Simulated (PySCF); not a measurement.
**A diatomic session: MgIn+**

One table from this session's results is given with a row withheld; the runs are named, their logs left out.

Method: Mg def2-SVP, In def2-SVP with ECP28, scalar-relativistic core potentials; program: PySCF 2.14.0.

Set-up of the first run:

The job is set up so:

```yaml
atoms: Mg, In
charge: 1
basis: Mg def2-SVP, In def2-SVP with ECP28
Hamiltonian: scalar-relativistic core potentials
basis_functions: 44
electrons_treated: 32
masses_in_u: 23.9850, 114.9039
levels: PBE0, PBE, r²SCAN, BHandHLYP, B3LYP, TPSS, CAM-B3LYP, HF, MP2, SCS-MP2, CCSD, CCSD(T)
grid: 80 radial by 434 angular points
occupations: held fixed by the projection of orbital angular momentum
dissociation_limit: Mg + In+, each in its ground configuration
starting_distance_in_angstrom: 2.845
values_of_2S_to_try: 0, 2
```

Launch:

```bash
$ OMP_NUM_THREADS=1 python dia.py task.json out
```

Among the steps run: Set-up; First curve: PBE0; Other states along the same grid; PBE; r²SCAN (meta-GGA); BHandHLYP (global hybrid GGA); B3LYP (global hybrid GGA); TPSS (meta-GGA); CAM-B3LYP; RHF; MP2 and coupled cluster.

One of the session's tables, all rows but one given; the rest of the session is left out.

```
      level  Re (Å)  ωe (cm⁻¹)  De (eV)
        RHF   3.534      105.0    0.472
    RHF-MP2   3.354      126.7     0.67
RHF-SCS-MP2   3.394      120.7     0.61
   RHF-CCSD   3.363      124.0     0.60
RHF-CCSD(T)   3.344      127.5     0.64
        PBE   3.317      129.7     0.89
       TPSS       ?          ?        ?
     r²SCAN   3.282      135.7     0.89
      B3LYP   3.349      124.0     0.76
       PBE0   3.311      132.5     0.82
  BHandHLYP   3.355      124.9     0.69
  CAM-B3LYP   3.324      127.9     0.70
```

**Question.** Estimate the row for TPSS.

**Answer.** Re (Å): 3.325; ωe (cm⁻¹): 127.8; De (eV): 0.85. In the column «Re (Å)» it lies between CAM-B3LYP (3.324) and RHF-CCSD(T) (3.344).

De is counted to Mg + In+ in their ground configurations.
